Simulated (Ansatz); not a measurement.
# C3H4BrCl, SMILES C=CC(Cl)Br: harmonic frequencies at the relaxed geometry

With the Python package of Ansatz (0.2.0).

Notebook, run cell by cell (the value of a cell's last expression is shown):

**Cell 1**
```python
import itertools
import warnings

import ansatz as az
from ase.data import atomic_numbers, covalent_radii
import numpy as np

BASIS_SET = 'def2-SVP'
FUNCTIONAL = 'HF'
```

**Cell 2**
```python
warnings.simplefilter('ignore', az.DeckWarning)
```

**Cell 3**
```python
geometry_ang = [
    ('C', (0.067, 0.5737, 1.3501)),
    ('C', (-0.4925, 0.0299, 0.2428)),
    ('C', (0.285, -0.4393, -0.9368)),
    ('Cl', (0.1289, -2.1587, -1.1947)),
    ('Br', (-0.2445, 0.5497, -2.5112)),
    ('H', (-0.6325, 0.9481, 2.1485)),
    ('H', (1.1098, 0.8014, 1.4591)),
    ('H', (-1.5265, -0.107, 0.1851)),
    ('H', (1.3937, -0.244, -0.7602)),
]
molecule = az.Crystal.molecule()
for symbol, xyz in geometry_ang:
    molecule = molecule.atom(symbol, xyz)

calc = (
    molecule.calculation()
    .basis(gaussian=BASIS_SET)
    .functional(FUNCTIONAL)
)
symbols = [site.symbol for site in molecule.cartesian_sites]
start = np.array([site.position_ang for site in molecule.cartesian_sites], dtype=float)
r = calc.relax(force_tolerance=0.003).run(threads=1).report
end = np.array(r['positions_ang'])

# pairs closer than 1.2 times the sum of covalent radii, before or after
radius = [covalent_radii[atomic_numbers[s]] for s in symbols]
span = lambda where, i, j: np.linalg.norm(where[i] - where[j])
bonded = [(i, j) for i, j in itertools.combinations(range(len(symbols)), 2) if min(span(start, i, j), span(end, i, j)) < 1.2 * (radius[i] + radius[j])]
print('pair        before    after (A)')
for i, j in bonded:
    print(f'{symbols[i]}{i}-{symbols[j]}{j}'.ljust(10), f'{span(start, i, j):8.4f} {span(end, i, j):8.4f}')
for first, second in list(itertools.combinations(bonded, 2)):
    shared = set(first) & set(second)
    if shared and symbols[(j := shared.pop())] != 'H':
        i, k = sorted((set(first) | set(second)) - {j})
        u, v = end[i] - end[j], end[k] - end[j]
        angle = np.degrees(np.arccos(np.clip(u @ v / np.linalg.norm(u) / np.linalg.norm(v), -1, 1)))
        print(f'final angle {symbols[i]}{i}-{symbols[j]}{j}-{symbols[k]}{k}: {angle:.2f} deg')

# same settings at the minimum
minimum = az.Crystal.molecule()
for symbol, place in zip(symbols, end):
    minimum = minimum.atom(symbol, place.tolist())
vibrating = minimum.calculation()
vibrating = vibrating.basis(gaussian=BASIS_SET)
vibrating = vibrating.functional(FUNCTIONAL)
vibrating = vibrating.phonons(temperatures=(100, 500, 100))
vib = vibrating.run(threads=1).report['vibrations']
sums = vib['harmonic_sums']
modes = [m['omega_inv_cm'] for m in sums['modes_at_gamma'] if m['rigid_motion'] == 'no']
for number, w in enumerate(modes, start=1):
    print(f'mode {number:2d} {w:9.1f} 1/cm {w / 8065.544 * 1000:8.2f} meV')
print('imaginary modes:', sum(w < 0 for w in modes), ' zero-point energy:', round(sums['zero_point_energy_ev'], 4), 'eV')
print('T (K)   F_vib (eV)   S_vib (meV/K)   C_vib (meV/K)')
for row in zip(sums['temperatures_k'], sums['vibrational_free_energy_ev'], vib['entropy_ev_per_k'], vib['heat_capacity_ev_per_k']):
    print(f'{row[0]:6.1f} {row[1]:11.4f} {1000 * row[2]:13.4f} {1000 * row[3]:15.4f}')
```
Output:
```text
pair        before    after (A)
C0-C1        1.3546   1.3205
C0-H5        1.1256   1.0821
C0-H6        1.0729   1.0837
C1-C2        1.4887   1.4923
C1-H7        1.0446   1.0834
C2-Cl3       1.7456   1.7816
C2-Br4       1.9332   1.9521
C2-H8        1.1395   1.0814
final angle C1-C0-H5: 120.99 deg
final angle C1-C0-H6: 122.14 deg
final angle C0-C1-C2: 123.07 deg
final angle C0-C1-H7: 121.27 deg
final angle H5-C0-H6: 116.87 deg
final angle C2-C1-H7: 115.66 deg
final angle C1-C2-Cl3: 110.79 deg
final angle C1-C2-Br4: 110.68 deg
final angle C1-C2-H8: 112.33 deg
final angle Cl3-C2-Br4: 110.00 deg
final angle Cl3-C2-H8: 107.22 deg
final angle Br4-C2-H8: 105.64 deg
mode  1     102.4 1/cm    12.69 meV
mode  2     232.4 1/cm    28.81 meV
mode  3     273.2 1/cm    33.87 meV
mode  4     319.4 1/cm    39.61 meV
mode  5     402.3 1/cm    49.88 meV
mode  6     634.6 1/cm    78.68 meV
mode  7     755.5 1/cm    93.67 meV
mode  8     858.1 1/cm   106.39 meV
mode  9    1022.7 1/cm   126.80 meV
mode 10    1080.9 1/cm   134.01 meV
mode 11    1122.6 1/cm   139.18 meV
mode 12    1237.9 1/cm   153.48 meV
mode 13    1305.8 1/cm   161.90 meV
mode 14    1359.3 1/cm   168.53 meV
mode 15    1412.5 1/cm   175.13 meV
mode 16    1557.4 1/cm   193.09 meV
mode 17    1863.3 1/cm   231.02 meV
mode 18    3307.2 1/cm   410.04 meV
mode 19    3349.0 1/cm   415.22 meV
mode 20    3356.5 1/cm   416.15 meV
mode 21    3408.1 1/cm   422.56 meV
imaginary modes: 0  zero-point energy: 1.7954 eV
T (K)   F_vib (eV)   S_vib (meV/K)   C_vib (meV/K)
 100.0      1.7925        0.0892          0.1646
 200.0      1.7748        0.2672          0.3620
 300.0      1.7391        0.4473          0.5388
 400.0      1.6854        0.6261          0.7095
 500.0      1.6140        0.8009          0.8581
```

What to keep in mind:
- The settings weren't tested for convergence.
- The frequencies are harmonic and unscaled, in a modest basis. The result belongs to the one conformer reached from this start, and soft torsions count as harmonic oscillators.
- It ran for 3.2 min on 1 thread of Arm Neoverse V1, with other jobs on the host, peak memory 0.35 GiB.

(Lines on the test bed's own set-up are left out of the output.)
